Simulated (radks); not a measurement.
# Zn⁺ in [Ar] 3d9.75 4s1.25: an all-electron calculation

An exercise on one series of results from a longer session: the logs are not shown, and one member is left open.

Method: Dirac Kohn-Sham, LDA (Slater exchange, VWN5 correlation), spin-unpolarised, spherical densities, point nucleus; open shells fill j = l - 1/2 first. Code: radks (a radial shooting solver on a logarithmic mesh, Libxc functionals) version 1.

## The system

| Item | Value |
| --- | --- |
| element | zinc (Z = 30) |
| charge | +1 |
| electrons | 29 |
| configuration | [Ar] 3d9.75 4s1.25 |

The first run:

The run's settings:

```text
Z 30
configuration [Ar] 3d9.75 4s1.25
relativity Dirac
functional lda,vwn5
spin unpolarised
j_filling energy
nucleus point
c 137.035999084
```

Steps of the session up to this table: Self-consistent calculation.

One of the session's tables, all rows but one given; the rest of the session is left out.

It belongs to the step «Orbitals and density». Sizes of the orbitals, from the radial functions (bohr):

```
level      <r>  outermost maximum (interpolated)  90 % within  nodes
1s1/2  0.05038                            0.0330       0.0900      0
2s1/2   0.2264                             0.190        0.351      1
2p1/2   0.1961                             0.150        0.321      0
2p3/2   0.1995                             0.153        0.326      0
3s1/2   0.6817                             0.589         1.02      2
3p1/2   0.7056                             0.586         1.09      1
3p3/2   0.7165                             0.595         1.11      1
3d3/2        ?                                 ?            ?      ?
3d5/2   0.8858                             0.564         1.55      0
4s1/2    2.349                              1.96         3.53      3
```

Q: Estimate the row for 3d3/2 from the others.

The run gave: <r>: 0.8787; outermost maximum (interpolated): 0.561; 90 % within: 1.54; nodes: 0. In the column «<r>» it lies between 3p3/2 (0.7165) and 3d5/2 (0.8858).
